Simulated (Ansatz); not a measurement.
# Be2Hg: the cost of one run

Computed with Ansatz 0.2.0 (DFT PBE, scalar-relativistic, plane waves, PAW, unless a step's input says otherwise).

## 1. The system as given

It takes space group R3m (No. 160, trigonal). The conventional cell has a = 2.819 Å, b = 2.819 Å, c = 16.374 Å, α = 90.00°, β = 90.00°, γ = 120.00°. Around Be (site symmetry 3m) lie 3 Hg at 2.11 Å. Hg (site symmetry 3m) is surrounded by 6 Be at 2.11 Å.

Structure file:

```
CELL_PARAMETERS angstrom
1.40969 0.81388 5.45811
-1.40969 0.81388 5.45811
0.00000 -1.62777 5.45811
ATOMIC_POSITIONS crystal
Be 0.74840 0.74840 0.74840
Be 0.58490 0.58490 0.58490
Hg 0.00000 0.00000 0.00000
```

(A quick probe on a coarse mesh, which set the mesh and smearing, is not shown.)

## 3. A loose first relaxation

Contents of input.yaml:

```yaml
crystal:
  lattice:
    - [1.4096896669, 0.8138847087, 5.4581050147]
    - [-1.4096896669, 0.8138847087, 5.4581050147]
    - [0.0, -1.6277694173, 5.4581050147]
  atoms:
    - { symbol: Be, position: [0.7484, 0.7484, 0.7484] }
    - { symbol: Be, position: [0.5849, 0.5849, 0.5849] }
    - { symbol: Hg, position: [0.0, 0.0, 0.0] }
basis:
  ecutwfc: 420
kpoints:
  mp_grid: { grid: [6, 6, 6] }
hamiltonian:
  xc: pbe
scf:
  occupations: { method: gaussian, width: 0.1 }
  lower_state_search: "off"
output:
  forces: true
  stress: true
  eigenvalues: true
relax:
  adjacent_minimum: "off"
  f_tol: 0.04
  max_steps: 70
  cell: { stress_tol: 0.4 }
```

Launch:

```
ansatz run input.yaml --threads 1 --pin off --max-ram 2560MiB --backend cpu --events-out ev --progress --plain --runs-dir out
```

Q: Estimate wall time and peak memory on 1 thread of Arm Neoverse V1, shared host.

About 37 s, with a peak of 0.31 GiB.
